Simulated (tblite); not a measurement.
# C5H11AsB: the cost of one run

Computed with tblite 0.8.0 and PySCF 2.14.0, with density-fitted response routines of our own, on a single molecule in the gas phase. Atoms count from 0, in the outputs and in this text.

## (1) Starting geometry

18 atoms, charge 0, multiplicity 2; geometry from: force field or distance geometry start.

Bonds of the start (Å): C0–C1 1.50, C1–B2 1.57, B2–As3 2.06, B2–C4 1.58, C4–C5 1.51, C5–C6 1.52, C6–C4 1.49, C0–H7 1.10, C0–H8 1.12, C0–H9 1.11, C1–H10 1.09, C1–H11 1.12, As3–H12 1.55, C4–H13 1.11, C5–H14 1.11, C5–H15 1.10, C6–H16 1.08, C6–H17 1.13.

## (2) Relaxing the molecule with GFN2-xTB

The job: settings as JSON, then the geometry in Å.

```
{"job": {"kind": "relax", "xc": "GFN2-xTB", "basis": "xTB"}, "charge": 0, "multiplicity": 2}
C      1.869300    -1.259600    -0.443100
C      1.499500     0.177800    -0.689600
B      0.386600     0.742100     0.256400
As     0.580300     2.739900     0.729300
C     -1.073400     0.150800     0.401100
C     -2.097300     0.351200    -0.696900
C     -1.523000    -1.025000    -0.398600
H      1.754300    -1.593900     0.603300
H      1.365000    -1.968700    -1.141000
H      2.943300    -1.367800    -0.685900
H      1.191900     0.301400    -1.728500
H      2.423000     0.779400    -0.504100
H      0.219600     3.552600    -0.537300
H     -1.520300     0.287100     1.407600
H     -1.741100     0.862400    -1.619700
H     -3.162900     0.456300    -0.453500
H     -0.977200    -1.431000    -1.239800
H     -2.146400    -1.748700     0.198900
```

Run with:

```
$ OMP_NUM_THREADS=1 python probes_run.py task.json out
```

The driver reads the jobs from task.json and runs them one after another.

**Question.** How long does this first job take on 1 thread of Arm Neoverse V2, shared host?

About 1.1 s.
